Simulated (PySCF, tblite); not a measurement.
# H6O3SSi3, a small molecule taken as a stand-in for a surface group (silica 3-ring): NMR shifts, core binding energies and electronic excitations, part 2 of 2

tblite 0.8.0 and PySCF 2.14.0. Atoms count from 0, parts from 1. Earlier steps stand in the parts before.

### 5 Core-electron binding energies: SCAN, X2C

The job: settings as JSON, then the geometry in Å.

```
{"job": {"kind": "xps", "holes": 5}, "charge": 0, "multiplicity": 1}
O     -1.216853     0.704405    -0.116175
Si    -0.630651     0.473767    -1.660374
O      0.535554    -0.706558    -1.566009
Si     1.185439    -1.562993    -0.298130
O      0.474212    -0.993836     1.097749
Si    -0.575624     0.262013     1.349358
S      0.604720     1.831835     2.178546
H     -0.024245     1.730494    -2.169691
H     -1.745232     0.014747    -2.526704
H      2.650950    -1.331826    -0.242349
H      0.863392    -3.004597    -0.450068
H     -1.690363    -0.147867     2.230638
H     -0.420803     2.712871     2.180529
```

With the program's defaults for keys left out, this is: delta-SCF UKS SCAN, pcX-2 on the ionised atom, pcseg-1 elsewhere, spin-free X2C.

The program printed:

```text
ground state, core basis on atom 0 (O), 175 functions
  cycle   1  E = -1498.61377821  |g| = 1.27e+00
  cycle   2  E = -1497.83765412  |g| = 2.36e+00
  cycle   3  E = -1498.89565448  |g| = 1.85e-01
  cycle   4  E = -1498.90133098  |g| = 1.18e-01
  cycle   5  E = -1498.90455158  |g| = 3.58e-02
  cycle   6  E = -1498.90476595  |g| = 1.35e-02
  cycle   7  E = -1498.90480257  |g| = 3.97e-03
  cycle   8  E = -1498.90480672  |g| = 5.31e-04
  cycle   9  E = -1498.90480618  |g| = 1.15e-04
  E(ground) = -1499.02391076 Eh
hole in O 1s of atom 0
  cycle   1  E = -1478.28778576  |g| = 2.23e+00
  cycle   2  E = -1477.60881846  |g| = 2.30e+00
  cycle   3  E = -1479.00824714  |g| = 5.22e-01
  cycle   4  E = -1479.05262877  |g| = 3.78e-01
  cycle   5  E = -1479.12460051  |g| = 7.80e-02
  cycle   6  E = -1479.12609689  |g| = 4.00e-02
  cycle   7  E = -1479.12686570  |g| = 7.53e-03
  cycle   8  E = -1479.12688353  |g| = 4.46e-03
  cycle   9  E = -1479.12689352  |g| = 1.34e-03
  cycle  10  E = -1479.12689423  |g| = 3.81e-04
  E(ion) = -1479.24674518 Eh   <S^2> = 0.7621   hole on atom = 1.000   binding energy = 538.164 eV
ground state, core basis on atom 1 (Si), 186 functions
  cycle   1  E = -1498.97455107  |g| = 3.13e-01
  cycle   2  E = -1498.96829662  |g| = 2.24e-01
  cycle   3  E = -1498.97067261  |g| = 1.86e-01
  cycle   4  E = -1498.97722934  |g| = 2.51e-02
  cycle   5  E = -1498.97733516  |g| = 6.58e-03
  cycle   6  E = -1498.97734455  |g| = 1.21e-03
  cycle   7  E = -1498.97734386  |g| = 3.34e-04
  E(ground) = -1499.05847396 Eh
hole in Si 2p of atom 1
  cycle   1  E = -1494.65966293  |g| = 1.24e+00
  cycle   2  E = -1492.98649220  |g| = 1.62e+00
  cycle   3  E = -1494.67685648  |g| = 6.39e-01
  cycle   4  E = -1494.95706039  |g| = 1.68e-01
  cycle   5  E = -1494.96296555  |g| = 1.74e-01
  cycle   6  E = -1494.97557699  |g| = 3.91e-02
  cycle   7  E = -1494.97614972  |g| = 1.78e-02
  cycle   8  E = -1494.97628147  |g| = 6.42e-03
  cycle   9  E = -1494.97629482  |g| = 1.81e-03
  cycle  10  E = -1494.97629851  |g| = 6.37e-04
  cycle  11  E = -1494.97629705  |g| = 2.79e-04
  E(ion) = -1495.06874715 Eh   <S^2> = 0.7513   hole on atom = 1.003   binding energy = 108.566 eV
  2p3/2 = 108.304 eV   2p1/2 = 108.932 eV
ground state, core basis on atom 4 (O), 175 functions
  cycle   1  E = -1498.90437671  |g| = 1.14e-01
  cycle   2  E = -1498.90204108  |g| = 1.36e-01
  cycle   3  E = -1498.90482780  |g| = 5.25e-02
  cycle   4  E = -1498.90529682  |g| = 7.27e-03
  cycle   5  E = -1498.90531214  |g| = 2.76e-03
  cycle   6  E = -1498.90531399  |g| = 4.06e-04
  E(ground) = -1499.02411280 Eh
hole in O 1s of atom 4
  cycle   1  E = -1478.28807251  |g| = 2.23e+00
  cycle   2  E = -1477.74481447  |g| = 2.25e+00
  cycle   3  E = -1479.04302795  |g| = 4.71e-01
  cycle   4  E = -1479.07267693  |g| = 3.50e-01
  cycle   5  E = -1479.12270062  |g| = 7.16e-02
  cycle   6  E = -1479.12421340  |g| = 2.87e-02
  cycle   7  E = -1479.12472078  |g| = 5.81e-03
  cycle   8  E = -1479.12473647  |g| = 2.54e-03
  cycle   9  E = -1479.12473879  |g| = 1.39e-03
  cycle  10  E = -1479.12474089  |g| = 5.31e-04
  cycle  11  E = -1479.12473923  |g| = 1.22e-04
  E(ion) = -1479.24464355 Eh   <S^2> = 0.7620   hole on atom = 1.000   binding energy = 538.227 eV
ground state, core basis on atom 5 (Si), 186 functions
  cycle   1  E = -1498.97821073  |g| = 3.13e-01
  cycle   2  E = -1498.97226475  |g| = 2.19e-01
  cycle   3  E = -1498.97467922  |g| = 1.82e-01
  cycle   4  E = -1498.98083033  |g| = 2.69e-02
  cycle   5  E = -1498.98096490  |g| = 6.50e-03
  cycle   6  E = -1498.98097529  |g| = 1.29e-03
  cycle   7  E = -1498.98097605  |g| = 4.21e-04
  E(ground) = -1499.06097433 Eh
hole in Si 2p of atom 5
  cycle   1  E = -1494.65254874  |g| = 1.25e+00
  cycle   2  E = -1494.20141009  |g| = 1.38e+00
  cycle   3  E = -1494.85887664  |g| = 4.35e-01
  cycle   4  E = -1494.97248400  |g| = 1.11e-01
  cycle   5  E = -1494.97792120  |g| = 6.08e-02
  cycle   6  E = -1494.97935716  |g| = 2.69e-02
  cycle   7  E = -1494.97963261  |g| = 6.04e-03
  cycle   8  E = -1494.97965035  |g| = 1.93e-03
  cycle   9  E = -1494.97965038  |g| = 7.51e-04
  cycle  10  E = -1494.97965100  |g| = 3.28e-04
  E(ion) = -1495.07106488 Eh   <S^2> = 0.7516   hole on atom = 1.003   binding energy = 108.571 eV
  2p3/2 = 108.404 eV   2p1/2 = 109.031 eV
ground state, core basis on atom 6 (S), 186 functions
  cycle   1  E = -1499.01510128  |g| = 4.06e-01
  cycle   2  E = -1499.01493446  |g| = 5.17e-02
  cycle   3  E = -1499.01435661  |g| = 7.02e-02
  cycle   4  E = -1499.01566180  |g| = 8.04e-03
  cycle   5  E = -1499.01566336  |g| = 6.05e-03
  cycle   6  E = -1499.01567228  |g| = 4.52e-04
  E(ground) = -1499.12351901 Eh
hole in S 2p of atom 6
  cycle   1  E = -1492.32957420  |g| = 1.52e+00
  cycle   2  E = -1490.71541000  |g| = 1.70e+00
  cycle   3  E = -1492.42566481  |g| = 7.70e-01
  cycle   4  E = -1492.73798624  |g| = 2.18e-01
  cycle   5  E = -1492.75980886  |g| = 1.59e-01
  cycle   6  E = -1492.76827815  |g| = 5.93e-02
  cycle   7  E = -1492.76953046  |g| = 2.08e-02
  cycle   8  E = -1492.76969631  |g| = 2.64e-03
  cycle   9  E = -1492.76969900  |g| = 1.25e-03
  cycle  10  E = -1492.76969851  |g| = 5.59e-04
  cycle  11  E = -1492.76969945  |g| = 4.09e-04
  E(ion) = -1492.88432293 Eh   <S^2> = 0.7529   hole on atom = 1.001   binding energy = 169.777 eV
  2p3/2 = 169.513 eV   2p1/2 = 170.756 eV
```

Run time: 47 s. Hardware: 1 thread of Arm Neoverse V1, shared host; peak memory 0.76 GiB.

The holes in one table. −ε is the ground-state orbital energy:

```csv
hole,stands for,environment,ΔSCF (eV; 2p as the shell's mean),−ε (eV),⟨S²⟩
O1s on O0,O0,oxygen bonded to 2 Si,538.16,517.0,0.762
Si2p on Si1,Si1,"silicon bonded to 2 O, 2 H",108.51,97.5,0.751
O1s on O4,O4,oxygen bonded to 2 Si,538.23,517.0,0.762
Si2p on Si5,Si5,"silicon bonded to 2 O, S, H",108.61,97.9,0.752
S2p on S6,S6,"sulfur bonded to Si, H",169.93,158.2,0.753
```

With the spin-orbit splitting: Si1 2p3/2 108.30, 2p1/2 108.93 eV; Si5 2p3/2 108.40, 2p1/2 109.03 eV; S6 2p3/2 169.51, 2p1/2 170.76 eV. The table gives each 2p level as the mean over the whole 2p shell (two parts 2p3/2, one part 2p1/2), which differs a little from the single hole in the log.

### 6 Excited states and response: CAM-B3LYP/def2-SVPD

Settings changed since step 5:

```diff
@@ -1,2 +1,2 @@
-{"job": {"kind": "xps", "holes": 5}, "charge": 0, "multiplicity": 1}
+{"job": {"kind": "uv", "xc": "CAM-B3LYP", "basis": "def2-SVPD", "nstates": 6, "ntriplets": 2, "ip": true}, "charge": 0, "multiplicity": 1}
 O     -1.216853     0.704405    -0.116175
```

Method: TDDFT CAM-B3LYP/def2-SVPD, vertical, gas phase, core orbitals frozen in the response.

The program printed:

```text
coarse grid: 13480 points
cycle   1  E = -1495.2051402647  dE =  9.056e-01  |g| = 1.169e+00  |ddm| = 7.364e+00
cycle   2  E = -1495.0297464871  dE =  1.754e-01  |g| = 1.543e+00  |ddm| = 5.791e+00
cycle   3  E = -1495.4656054241  dE = -4.359e-01  |g| = 7.507e-02  |ddm| = 2.473e+00
cycle   4  E = -1495.4669420338  dE = -1.337e-03  |g| = 3.046e-02  |ddm| = 2.774e-01
cycle   5  E = -1495.4672206754  dE = -2.786e-04  |g| = 4.800e-03  |ddm| = 1.372e-01
cycle   6  E = -1495.4672274622  dE = -6.787e-06  |g| = 1.388e-03  |ddm| = 2.889e-02
final grid: 113384 points
cycle   7  E = -1495.6641355994  dE = -8.996e-06  |g| = 2.182e-03  |ddm| = 5.384e-02
cycle   8  E = -1495.6641350264  dE =  5.730e-07  |g| = 2.895e-03  |ddm| = 1.108e-02
cycle   9  E = -1495.6641365250  dE = -1.499e-06  |g| = 1.888e-04  |ddm| = 4.722e-03
cycle  10  E = -1495.6641365319  dE = -6.896e-09  |g| = 9.204e-05  |ddm| = 8.487e-04
cycle  11  E = -1495.6641365335  dE = -1.621e-09  |g| = 3.723e-05  |ddm| = 2.637e-04
cycle  12  E = -1495.6641365338  dE = -2.751e-10  |g| = 4.582e-06  |ddm| = 7.420e-05
converged SCF energy = -1495.6641365338

Static polarisability (au): isotropic 96.604, principal 89.208 94.320 106.286

Singlet excitations
state   eV       nm        f      main configurations
  1   6.2214    199.3   0.00697   H->L 0.58, H->L+4 0.22
  2   6.8676    180.5   0.05460   H->L+2 0.53, H->L 0.11, H->L+1 0.10
  3   7.2614    170.7   0.01047   H->L+3 0.29, H->L+2 0.20, H->L+4 0.18
  4   7.6135    162.8   0.00864   H-1->L+1 0.47, H-1->L 0.23, H-2->L+1 0.10
  5   7.6629    161.8   0.00348   H-1->L 0.34, H-1->L+1 0.15, H-1->L+2 0.13
  6   7.8361    158.2   0.01604   H-1->L+2 0.32, H-1->L+3 0.15, H->L+3 0.10

Triplet excitations (Tamm-Dancoff, eV): 5.7789 6.5067
Vertical ionisation energy (delta-SCF) = 10.0642 eV
```

Wall time 2.3 min (1 thread of Arm Neoverse V1, shared host); peak memory 1.2 GiB.

The orbitals next to the gap, with their largest atomic shares:

```csv
orbital,eV,atoms
HOMO−3,-10.70,"O4 24 %, Si1 15 %, H7 11 %"
HOMO−2,-10.55,"S6 24 %, O2 18 %, O0 13 %"
HOMO−1,-9.91,"S6 15 %, O2 11 %, Si1 10 %"
HOMO,-9.09,"S6 78 %, Si5 9 %, H12 6 %"
LUMO,0.73,"S6 30 %, Si5 14 %, H12 13 %"
LUMO+1,1.02,"Si1 17 %, Si3 17 %, O2 15 %"
LUMO+2,1.13,"S6 25 %, Si5 15 %, Si3 12 %"
```

With each of the 6 states as a Gaussian band of 0.4 eV half-width at 1/e, the curve within the window shown has maxima at 179 nm (ε 2,400) L/(mol cm). Beyond the last state computed it falls off for lack of states. The curve at chosen wavelengths:

| nm | ε (L/mol/cm) |
| --- | --- |
| 152 | 472 |
| 155 | 817 |
| 157 | 1018 |
| 160 | 1192 |
| 163 | 1230 |
| 166 | 1262 |
| 168 | 1351 |
| 171 | 1632 |
| 174 | 2018 |
| 176 | 2250 |
| 179 | 2419 |
| 182 | 2298 |
| 185 | 1935 |
| 187 | 1629 |
| 190 | 1183 |
| 193 | 831 |
| 196 | 593 |
| 198 | 485 |
| 201 | 369 |
| 204 | 283 |
| 206 | 234 |
| 209 | 169 |
| 212 | 115 |
| 215 | 74 |
| 217 | 53 |
| 220 | 31 |

Further results of this job:

```csv
property,computed
dipole moment (D),0.89
polarisability (Å³),14.32
HOMO–LUMO gap (eV),9.82
−ε(HOMO) (eV),9.09
```

### 7 Results

What follows sums up all 2 parts.

| quantity | value |
| --- | --- |
| point group | C1 |
| rotational constants (main isotopes) | 1.87, 1.03, 0.79 GHz |
| 1H shifts against TMS (PBE0/pcSseg-1) | 5.56, 5.28, 5.22, 5.20, 5.13, 0.80 ppm |
| 17O shifts against H2O (PBE0/pcSseg-1) | 118.4, 97.9, 83.8 ppm |
| 29Si shifts against TMS (PBE0/pcSseg-1) | -21.7, -31.2, -32.4 ppm |
| 33S shifts against CS2 (PBE0/pcSseg-1) | -169 ppm |
| surface potential, 1st and 99th percentile | -0.80 V and 1.56 V |
| O1s binding energies, SCAN/pcX-2 (standing for 2 of 3 atoms) | O4 538.23, O0 538.16 eV |
| Si2p binding energies, SCAN/pcX-2 (standing for 2 of 3 atoms) | Si5 108.61, Si1 108.51 eV |
| S2p binding energies, SCAN/pcX-2 | S6 169.93 eV |
| lowest singlet (CAM-B3LYP/def2-SVPD) | 6.22 eV (199 nm), f = 0.007 |
| brightest single state of those computed | state 2, 6.87 eV, f = 0.055 |
| lowest triplet | 5.78 eV |
| vertical ionisation energy (ΔSCF) | 10.06 eV |

The optimisation took 13 steps and gained 0.475 eV; among the close pairs (by a distance rule), Si3–H9 changed most, from 1.416 to 1.485 Å (PBE0/def2-SVP). No frequency check was run at this level, so the end point may be a saddle. At PBE0/pcSseg-1: The widest tensor belongs to S6: span 209 ppm, with a paramagnetic part of -394 ppm. The O1s levels computed lie within 0.06 eV of one another, too close to rank. Only 2 of the 3 O atoms are covered by sound results. Si5 (silicon bonded to 2 O, S, H) binds its Si2p electron 0.10 eV more tightly than Si1 (silicon bonded to 2 O, 2 H). Only 2 of the 3 Si atoms are covered by sound results. The lowest singlet, at 6.22 eV, is HOMO→LUMO 0.58, HOMO→LUMO+4 0.22 and is weak; of the 6 states computed, the strongest absorption comes from state 2 at 6.87 eV. The lowest triplet lies 0.44 eV below the lowest singlet (triplets in Tamm-Dancoff, singlets in full TDDFT). ΔSCF puts the ionisation energy at 10.06 eV, 0.97 eV above −ε(HOMO). A capped cluster stands for the solid here, so long-range fields and strain are missing, and bands or shifts of the capping hydrogens have no counterpart in it.
